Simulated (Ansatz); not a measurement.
# CH₆OSSi: basis-set convergence

Aim: see how fast density functionals converge with the basis set for CH₆OSSi.

The runs use Ansatz 0.2.0, Gaussian basis; one geometry, several basis sets.

The runs, in order: PBE0-D4/def2-SVP; ωB97M-V/def2-SVP; PBE0-D4/def2-QZVPP; ωB97M-V/def2-QZVPP; the functionals' def2-TZVPP values are taken from earlier runs.

**1. The geometry**

An earlier PBE0-D4 in a triple-zeta def2 set relaxation fixed the geometry.

SMILES `CS[SiH2]O`, 10 atoms, charge 0, spin multiplicity 1.

Atoms are counted from 1 here; the program's logs count them from 0.

Bond lengths: C1–S2 1.818 Å, C1–H5 1.089 Å, C1–H6 1.090 Å, C1–H7 1.089 Å, S2–Si3 2.119 Å, Si3–O4 1.646 Å, Si3–H8 1.485 Å, Si3–H9 1.481 Å, O4–H10 0.959 Å. Angles: S2–C1–H5 111.0°, S2–C1–H6 110.8°, S2–C1–H7 106.9°, H5–C1–H6 109.9°, H5–C1–H7 109.1°, H6–C1–H7 109.0°, C1–S2–Si3 99.7°, S2–Si3–O4 113.6°, S2–Si3–H8 104.0°, S2–Si3–H9 110.9°, O4–Si3–H8 112.4°, O4–Si3–H9 103.8°, H8–Si3–H9 112.2°, Si3–O4–H10 116.7°.

As a file:

```mol
CH6OSSi
  3D, bonds by distance, orders not assigned

 10  9  0  0  0  0  0  0  0  0999 V2000
   -1.3378    0.2397   -1.0254 C   0  0
   -0.7668   -1.1930   -0.0622 S   0  0
    0.7453   -0.2654    1.0967 Si  0  0
    1.9959    0.3218    0.2012 O   0  0
   -0.5273    0.6600   -1.6192 H   0  0
   -1.7533    1.0049   -0.3700 H   0  0
   -2.1198   -0.1188   -1.6938 H   0  0
    1.1750   -1.3256    2.0440 H   0  0
    0.2187    0.9295    1.7955 H   0  0
    2.4530   -0.3040   -0.3638 H   0  0
  1  2  8  0
  2  3  8  0
  3  4  8  0
  1  5  8  0
  1  6  8  0
  1  7  8  0
  3  8  8  0
  3  9  8  0
  4 10  8  0
M  END
```

**2. PBE0-D4 in def2-SVP**

in.yaml

```yaml
crystal:
  periodic: [false, false, false]
  atoms:
    - {symbol: C, position_ang: [-1.337787, 0.239691, -1.025440]}
    - {symbol: S, position_ang: [-0.766757, -1.193047, -0.062156]}
    - {symbol: Si, position_ang: [0.745344, -0.265425, 1.096705]}
    - {symbol: O, position_ang: [1.995865, 0.321789, 0.201153]}
    - {symbol: H, position_ang: [-0.527283, 0.659985, -1.619197]}
    - {symbol: H, position_ang: [-1.753316, 1.004902, -0.370050]}
    - {symbol: H, position_ang: [-2.119817, -0.118827, -1.693827]}
    - {symbol: H, position_ang: [1.175007, -1.325645, 2.044031]}
    - {symbol: H, position_ang: [0.218718, 0.929464, 1.795495]}
    - {symbol: H, position_ang: [2.453026, -0.303987, -0.363814]}
basis:
  gaussian: {orbitals: def2-SVP}
hamiltonian: {xc: pbe0, dispersion: d4}
output: {orbitals: {seedname: orbitals}}
```

Launch:

```bash
$ ansatz run in.yaml --threads 2 --pin off --events-out ev --progress --plain --max-ram 4352MiB
```

The program printed:

```text
Functional definition: PBE0
  name "PBE0"
  cite "Adamo & Barone, J. Chem. Phys. 110, 6158 (1999) doi:10.1063/1.478522"
  cite "Perdew, Burke & Ernzerhof, Phys. Rev. Lett. 77, 3865 (1996) doi:10.1103/PhysRevLett.77.3865"
  parent pbe
  parameter a = 0.25
  parameter kappa = 0.804
  parameter beta = 0.06672455060314922
  exchange = (1 - a)*pbe_x(kappa = kappa, mu = beta*pi^2/3) + a*exact_x
  correlation = pbe_c(beta = beta)
910 factors; integrals over basis functions are off by at most 1.1e-3 eV
mean field evaluation 1: about -21871.8559 eV, gradient 5.4e1 eV
mean field evaluation 2: about -21864.7153 eV, gradient 8.0e1 eV
mean field evaluation 4: about -21877.4621 eV, gradient 3.1e0 eV
mean field evaluation 8: about -21877.6020 eV, gradient 1.6e-1 eV
mean field evaluation 16: about -21877.6021 eV, gradient 8.4e-5 eV
mean field -21877.60206418 eV, -803.9870466872 hartree, gradient 8.4e-5 eV, S^2 0.000000; 0 other end points of the search recorded, 0 dependent functions left out
reference -21877.60208965 eV, -803.9870476233 hartree; 25, 25 occupied and 69, 69 virtual orbitals, 910 factors
Total energy: -21877.78232809 eV, -803.9936712637 hartree
```

It took 1.6 s on 2 threads of Arm Neoverse V1, shared host.

**3. ωB97M-V in def2-SVP**

in.yaml: that of step 2 with these lines changed.

```diff
@@ -15,3 +15,3 @@
   gaussian: {orbitals: def2-SVP}
-hamiltonian: {xc: pbe0, dispersion: d4}
+hamiltonian: {xc: {name: wB97M-V}}
 output: {orbitals: {seedname: orbitals}}
```

The command is unchanged.

The program printed, cut to the lines that bear on the results:

```text
Functional definition: wB97M-V
  name "wB97M-V"
  cite "Mardirossian & Head-Gordon, J. Chem. Phys. 144, 214110 (2016) doi:10.1063/1.4952647"
  cite "Becke, J. Chem. Phys. 107, 8554 (1997) doi:10.1063/1.475007"
  cite "Vydrov & Van Voorhis, J. Chem. Phys. 133, 244103 (2010) doi:10.1063/1.3521275"
  # Of w^i u^j: cxij and so on, Table III.
[...]
  gx(w, u) = 1 - cx + cx01*u + cx10*w
  gss(w, u) = css00 + css04*u^4 + css10*w + css20*w^2 + css43*w^4*u^3
  gos(w, u) = cos00 + cos10*w + (cos20 + cos21*u)*w^2 + (cos60 + cos61*u)*w^6
[...]
      + integral(e_c_pw_mod_opposite_spin*gos(b97_w_opposite, b97_u_opposite)) + vv10(b, c)
910 factors; integrals over basis functions are off by at most 1.1e-3 eV
295 factors; integrals over basis functions are off by at most 7.5e-6 eV
[...]
mean field -21885.56256337 eV, -804.2795896368 hartree, gradient 3.0e-5 eV, S^2 0.000000; 0 other end points of the search recorded, 0 dependent functions left out
reference -21885.56260338 eV, -804.2795911069 hartree; 25, 25 occupied and 69, 69 virtual orbitals, 910 factors
Total energy: -21885.56260338 eV, -804.2795911069 hartree
```

Run time: 7.5 s. Hardware: 2 threads of Arm Neoverse V1, shared host.

**4. PBE0-D4 in def2-QZVPP**

in.yaml: that of step 3 with these lines changed.

```diff
@@ -14,4 +14,4 @@
 basis:
-  gaussian: {orbitals: def2-SVP}
-hamiltonian: {xc: {name: wB97M-V}}
+  gaussian: {orbitals: "def2-QZVPP.json"}
+hamiltonian: {xc: pbe0, dispersion: d4}
 output: {orbitals: {seedname: orbitals}}
```

Same command.

The program printed:

```text
Functional definition: PBE0
  name "PBE0"
  cite "Adamo & Barone, J. Chem. Phys. 110, 6158 (1999) doi:10.1063/1.478522"
  cite "Perdew, Burke & Ernzerhof, Phys. Rev. Lett. 77, 3865 (1996) doi:10.1103/PhysRevLett.77.3865"
  parent pbe
  parameter a = 0.25
  parameter kappa = 0.804
  parameter beta = 0.06672455060314922
  exchange = (1 - a)*pbe_x(kappa = kappa, mu = beta*pi^2/3) + a*exact_x
  correlation = pbe_c(beta = beta)
1486 factors; their error is unknown
mean field evaluation 1: about -21881.0055 eV, gradient 6.6e1 eV
mean field evaluation 2: about -21869.3613 eV, gradient 1.0e2 eV
mean field evaluation 4: about -21888.9402 eV, gradient 4.9e0 eV
mean field evaluation 8: about -21888.9878 eV, gradient 6.5e-2 eV
mean field evaluation 16: about -21889.0044 eV, gradient 3.2e-5 eV
mean field -21889.00438922 eV, -804.4060744036 hartree, gradient 3.2e-5 eV, S^2 0.000000; 0 other end points of the search recorded, 0 dependent functions left out
reference -21889.00442721 eV, -804.4060757999 hartree; 25, 25 occupied and 409, 409 virtual orbitals, 1486 factors
Total energy: -21889.18466565 eV, -804.4126994403 hartree
```

Wall time 13 s (2 threads of Arm Neoverse V1, shared host); peak memory 1.3 GiB.

**5. ωB97M-V in def2-QZVPP**

in.yaml: that of step 4 with these lines changed.

```diff
@@ -15,3 +15,3 @@
   gaussian: {orbitals: "def2-QZVPP.json"}
-hamiltonian: {xc: pbe0, dispersion: d4}
+hamiltonian: {xc: {name: wB97M-V}}
 output: {orbitals: {seedname: orbitals}}
```

The command is unchanged.

The program printed, cut to the lines that bear on the results:

```text
Functional definition: wB97M-V
  name "wB97M-V"
  cite "Mardirossian & Head-Gordon, J. Chem. Phys. 144, 214110 (2016) doi:10.1063/1.4952647"
  cite "Becke, J. Chem. Phys. 107, 8554 (1997) doi:10.1063/1.475007"
  cite "Vydrov & Van Voorhis, J. Chem. Phys. 133, 244103 (2010) doi:10.1063/1.3521275"
  # Of w^i u^j: cxij and so on, Table III.
[...]
  gx(w, u) = 1 - cx + cx01*u + cx10*w
  gss(w, u) = css00 + css04*u^4 + css10*w + css20*w^2 + css43*w^4*u^3
  gos(w, u) = cos00 + cos10*w + (cos20 + cos21*u)*w^2 + (cos60 + cos61*u)*w^6
[...]
      + integral(e_c_pw_mod_opposite_spin*gos(b97_w_opposite, b97_u_opposite)) + vv10(b, c)
1438 factors; their error is unknown
351 factors; integrals over basis functions are off by at most 8.9e-6 eV
[...]
mean field -21897.06858542 eV, -804.7024281478 hartree, gradient 4.6e-5 eV, S^2 0.000000; 0 other end points of the search recorded, 0 dependent functions left out
reference -21897.06864630 eV, -804.7024303852 hartree; 25, 25 occupied and 409, 409 virtual orbitals, 1438 factors
Total energy: -21897.06864630 eV, -804.7024303852 hartree
```

Wall time 29 s (2 threads of Arm Neoverse V1, shared host); peak memory 1.6 GiB.

**6. Functionals by basis**

The def2-TZVPP values come from earlier runs at the same geometry.

```
functional       basis  functions  energy (eV)  from the largest (eV)  HOMO (eV)  LUMO (eV)
   PBE0-D4    def2-SVP         94  -21877.7823                 11.402      -6.98       0.79
   PBE0-D4  def2-TZVPP        230  -21888.3896                  0.795      -7.08       0.25
   PBE0-D4  def2-QZVPP        434  -21889.1847                  0.000      -7.12       0.00
   ωB97M-V    def2-SVP         94  -21885.5626                 11.506      -9.15       2.64
   ωB97M-V  def2-TZVPP        230  -21896.3130                  0.756      -9.28       1.89
   ωB97M-V  def2-QZVPP        434  -21897.0686                  0.000      -9.32       1.41
```

**7. What came out**

| quantity | value |
| --- | --- |
| PBE0-D4: double and triple zeta above quadruple | 11.40, 0.80 eV |
| ωB97M-V: double and triple zeta above quadruple | 11.51, 0.76 eV |

In words: PBE0-D4 gains 10.61 eV from double to triple zeta, then 0.80 eV more. These are total energies; as a rule much of such shifts cancels in differences, which this series doesn't test. The LUMO of ωB97M-V is positive and keeps falling with the basis (2.64 to 1.41 eV): an unbound level that the basis holds in place.

For PBE0-D4 the largest set took about 8 times as long as the smallest (13 s against 1.6 s).
